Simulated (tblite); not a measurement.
# GFN1-xTB run of C2H5Cl2In (SMILES C[CH2][In]([Cl])[Cl])

Wanted: a geometry optimisation of C2H5Cl2In. The job is set up through a Python script.

The calculation is run with tblite 0.8.0.

20 further runs of the same task are left out: 20 set aside as unsound or not needed.

## Step 1: The system as given

C2H5Cl2In: 10 atoms, total charge 0, spin state singlet. As SMILES, `C[CH2][In]([Cl])[Cl]`. Geometry: a GFN2-xTB relaxation, a rough one for these elements and not checked as a minimum. The run starts from this shape.

Bond lengths: C1–C2 1.511 Å, C2–In3 2.274 Å, In3–Cl4 2.319 Å, In3–Cl5 2.324 Å, C1–H6 1.091 Å, C1–H7 1.091 Å, C1–H8 1.090 Å, C2–H9 1.090 Å, C2–H10 1.089 Å. Some angles: C1–C2–In3 110.7°, C2–In3–Cl4 121.6°, C2–In3–Cl5 126.2°, Cl4–In3–Cl5 112.2°, C1–C2–H9 112.6°, C1–C2–H10 112.7°, In3–C2–H9 105.5°, In3–C2–H10 105.6°, C2–C1–H6 111.1°, C2–C1–H7 109.8°.

## Step 2: A geometry optimisation at GFN1-xTB

input.xyz reads:

```xyz
10
start geometry
C      0.141130    -1.196770     0.777290
C      0.625270     0.213280     0.531380
In    -0.536330     1.176920    -1.169980
Cl    -2.100570    -0.014140    -2.399240
Cl    -0.343780     3.377580    -1.891130
H     -0.908370    -1.206050     1.073530
H      0.726520    -1.655020     1.576230
H      0.247400    -1.809260    -0.117800
H      1.671160     0.249150     0.227520
H      0.477580     0.864300     1.392200
```

run.py reads:

```python
# GFN1-xTB geometry optimisation
import json
import numpy as np
from tblite.interface import Calculator
from tblite.interface import symbols_to_numbers
from scipy.optimize import minimize

symbols = list(map(str, np.loadtxt("input.xyz", skiprows=2, usecols=0, dtype=str, ndmin=1)))
numbers = np.array(symbols_to_numbers(symbols))
positions = np.loadtxt("input.xyz", skiprows=2, usecols=(1, 2, 3), ndmin=2) / 0.529177210903

tb = Calculator("GFN1-xTB", numbers, positions, charge=0, uhf=0)
tb.set("verbosity", 0)
tb.set("accuracy", 0.01)
last, frames, energies, grads = [None], [], [], []

def fun(x):
    tb.update(x.reshape(-1, 3))
    last[0] = tb.singlepoint(last[0])
    return float(last[0].get('energy')), last[0].get('gradient').ravel()

def show(x):
    e, g = fun(x)
    frames.append(x.reshape(-1, 3).tolist())
    energies.append(e)
    grads.append(g.reshape(-1, 3).tolist())
    print(f"{len(energies) - 1:4d} {e:16.9f} {np.abs(g).max():12.3e} {np.linalg.norm(g):12.3e}")

print("step      energy/Eh       max grad     grad norm")
show(positions.ravel())
opt = minimize(fun, positions.ravel(), jac=True, method="BFGS", callback=show, options={"gtol": 3e-05, "maxiter": 500})
print("converged:", opt.success, "-", opt.message)
fun(opt.x)
res = last[0]
final = opt.x.reshape(-1, 3)
print("final geometry (angstrom)")
for s, p in zip(symbols, final * 0.529177210903):
    print(f"{s:<2} {p[0]:12.6f} {p[1]:12.6f} {p[2]:12.6f}")
print(f"total energy: {res.get('energy'):.8f} Eh")
eps = np.atleast_2d(res.get("orbital-energies")) * 27.211386
occ = np.atleast_2d(res.get("orbital-occupations"))
filled = occ.sum(axis=0) if eps.shape[0] == 1 else occ[0]
homo = np.nonzero(filled > 0.5)[0].max()
print("  MO   occupation   energy/eV")
for i in range(max(0, homo - 4), min(eps.shape[1], homo + 5)):
    print(f"{i + 1:4d} {filled[i]:10.4f} {eps[0, i]:12.4f}")
mu = res.get("dipole") * 2.541746
print(f"|mu|: {np.linalg.norm(mu):.4f} D, components " + " ".join(f"{c:.4f}" for c in mu))
q = res.get("charges")
print("Charges:", " ".join(f"{s}{i + 1}={c:+.4f}" for i, (s, c) in enumerate(zip(symbols, q))))
out = {k: np.asarray(res.get(k)).tolist() for k in ("energy", "gradient", "charges", "dipole", "orbital-energies", "orbital-occupations")}
out.update(symbols=symbols, positions=(positions * 0.529177210903).tolist(), final=final.tolist(), frames=frames, step_energies=energies, grads=grads, success=bool(opt.success))
json.dump(out, open("results.json", "w"))
```

Command:

```sh
python run.py
```

**Question.** What will come out? Wanted: total energy at the end; dipole moment; HOMO energy; LUMO energy; HOMO–LUMO gap.

**Answer.** As computed:

Level: GFN1-xTB.

| quantity | value |
| --- | --- |
| total energy at the end | -17.02931 Eh |
| dipole moment | 5.99 D |
| HOMO energy | -11.84 eV |
| LUMO energy | -7.58 eV |
| HOMO–LUMO gap | 4.27 eV |

At the final geometry: Bond lengths: C1–C2 1.522 Å, C2–In3 2.207 Å, In3–Cl4 2.373 Å, In3–Cl5 2.373 Å, C1–H6 1.090 Å, C1–H7 1.093 Å, C1–H8 1.090 Å, C2–H9 1.093 Å, C2–H10 1.092 Å. Some angles: C1–C2–In3 114.6°, C2–In3–Cl4 124.1°, C2–In3–Cl5 125.9°, Cl4–In3–Cl5 109.9°, C1–C2–H9 110.3°, C1–C2–H10 110.3°, In3–C2–H9 106.6°, In3–C2–H10 106.8°, C2–C1–H6 111.5°, C2–C1–H7 108.9°. The optimisation took 69 steps and changed the energy by -0.072 eV. Mulliken charges run from -0.27 on Cl4 to +0.49 on In3.
